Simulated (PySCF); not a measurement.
# ClF3Zr (ZrClF3): the cost of one run

Computed with PySCF 2.14.0 and routines of our own; the level stands in each step. Atoms count from 0.

## 1. The system as given

5 atoms, charge 0, multiplicity 1; geometry from: GFN2-xTB.

## 2. Geometry optimisation at PBE0-D3(BJ)/def2-SVP

What the job is given:

```
{"job": {"xc": "PBE0", "basis": "def2-SVP", "d3": "d3bj", "grid": 1, "maxiter": 30, "kind": "geom"}, "charge": 0, "multiplicity": 1}
Zr    -0.000440     0.001030    -0.160780
Cl     0.007450    -0.014520     2.082940
F      1.773850     0.008930    -0.647370
F     -0.894210     1.540550    -0.626390
F     -0.886640    -1.535990    -0.648400
```

Command:

```sh
> OMP_NUM_THREADS=1 python heavy_run.py task.json out
```

This one command runs all jobs of the session in turn.

Q: Estimate the wall time and peak memory of this first job on 1 thread of Arm Neoverse V2, shared host.

About 40 s, with a peak of 0.36 GiB.
